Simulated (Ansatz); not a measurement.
# CH7F2NSi2: vertical ionisation energy

One table from this session's results is given with a row withheld; the runs are named, their logs left out.

Program: Ansatz 0.2.0, Gaussian basis. Level of theory: unrestricted cation, the program's frozen cores in correlated methods. These are calculated values, not measurements.

Levels to be run: UKS PBE-D4/def2-TZVPP; UKS r2SCAN-D4/def2-TZVPP; UKS PBE0-D4/def2-TZVPP; UKS B3LYP-D4/def2-TZVPP; UKS wB97X-V/def2-TZVPP; UKS wB97M-V/def2-TZVPP; UKS B2PLYP/def2-TZVPP; UHF-CCSD(T)/def2-TZVPP; UHF-MP2/def2-QZVPP; extrapolation to the limit; then −ε(HOMO) from the neutral's earlier runs with LDA (SPW92), PBE-D4, revPBE-D4, BLYP-D4, r2SCAN-D4, B97M-V, PBE0-D4, B3LYP-D4, r2SCANh-D4, r2SCAN0-D4, HSE06-D4, BHLYP-D4, CAM-B3LYP-D4, LC-ωPBE, ωB97X-V, ωB97M-V.

## Structure used throughout

An earlier PBE0-D4 in a triple-zeta def2 set relaxation fixed the geometry.

13 atoms, charge 0, spin multiplicity 1.

Atoms are counted from 1 here; the program's logs count them from 0.

Bond lengths: C1–Si2 1.850 Å, C1–H7 1.092 Å, C1–H8 1.094 Å, C1–H9 1.092 Å, Si2–F3 1.603 Å, Si2–N4 1.719 Å, Si2–H10 1.481 Å, N4–Si5 1.710 Å, N4–H11 1.012 Å, Si5–F6 1.601 Å, Si5–H12 1.480 Å, Si5–H13 1.478 Å. Angles: Si2–C1–H7 110.7°, Si2–C1–H8 110.9°, Si2–C1–H9 110.8°, H7–C1–H8 108.2°, H7–C1–H9 108.4°, H8–C1–H9 107.7°, C1–Si2–F3 107.1°, C1–Si2–N4 111.6°, C1–Si2–H10 114.1°, F3–Si2–N4 110.3°, F3–Si2–H10 106.7°, N4–Si2–H10 106.9°, Si2–N4–Si5 128.0°, Si2–N4–H11 116.2°, Si5–N4–H11 115.8°, N4–Si5–F6 111.7°, N4–Si5–H12 110.0°, N4–Si5–H13 108.6° and more.

Set-up of the first run:

File in.yaml:

```yaml
crystal:
  periodic: [false, false, false]
  atoms:
    - {symbol: C, position_ang: [-0.544271, -1.754905, 1.285397]}
    - {symbol: Si, position_ang: [0.604601, -0.698045, 0.292527]}
    - {symbol: F, position_ang: [1.531969, -1.686713, -0.563971]}
    - {symbol: N, position_ang: [-0.253887, 0.365200, -0.749707]}
    - {symbol: Si, position_ang: [0.100736, 1.998151, -1.111330]}
    - {symbol: F, position_ang: [-0.751646, 3.004011, -0.203371]}
    - {symbol: H, position_ang: [-1.167464, -1.139312, 1.938012]}
    - {symbol: H, position_ang: [-1.202050, -2.336102, 0.633111]}
    - {symbol: H, position_ang: [0.015379, -2.458628, 1.905631]}
    - {symbol: H, position_ang: [1.513799, 0.138883, 1.107978]}
    - {symbol: H, position_ang: [-1.078531, -0.015848, -1.194642]}
    - {symbol: H, position_ang: [-0.274832, 2.300101, -2.510553]}
    - {symbol: H, position_ang: [1.526499, 2.248507, -0.814182]}
basis:
  gaussian: {orbitals: def2-TZVPP}
total_charge: 1
magnetization: {spin_polarized: true, initial_magnetization: 1}
hamiltonian: {xc: pbe, dispersion: d4}
```

On the command line:

```console
> ansatz run in.yaml --threads 2 --pin off --events-out ev --progress --plain --max-ram 32768MiB --backend cuda --devices 0, --max-vram 18GiB
```

Steps of the session up to this table: Cation, UKS PBE-D4/def2-TZVPP; Cation, UKS r2SCAN-D4/def2-TZVPP; Cation, UKS PBE0-D4/def2-TZVPP; Cation, UKS B3LYP-D4/def2-TZVPP; Cation, UKS wB97X-V/def2-TZVPP; Cation, UKS wB97M-V/def2-TZVPP; Cation, UKS B2PLYP (frozen core)/def2-TZVPP; Cation, UHF-CCSD(T)/def2-TZVPP; Cation, UHF-MP2/def2-QZVPP.

One table of the session follows, with a row left open; its other results are not shown here.

It belongs to the step «Ionisation energies side by side». Orbital estimates, from the neutral's runs:

| functional | −ε(HOMO) (eV) |
| --- | --- |
| LDA (SPW92) | 7.32 |
| PBE-D4 | 7.13 |
| revPBE-D4 | 7.06 |
| BLYP-D4 | 6.98 |
| r2SCAN-D4 | 7.44 |
| B97M-V | ? |
| PBE0-D4 | 8.56 |
| B3LYP-D4 | 8.29 |
| r2SCANh-D4 | 7.98 |
| r2SCAN0-D4 | 8.78 |
| HSE06-D4 | 8.15 |
| BHLYP-D4 | 9.88 |
| CAM-B3LYP-D4 | 9.98 |
| LC-ωPBE | 11.40 |
| ωB97X-V | 11.02 |
| ωB97M-V | 10.92 |

Estimate the missing values for B97M-V.

**Answer.** −ε(HOMO) (eV): 7.56. In the column «−ε(HOMO) (eV)» it lies between r2SCAN-D4 (7.44) and r2SCANh-D4 (7.98).
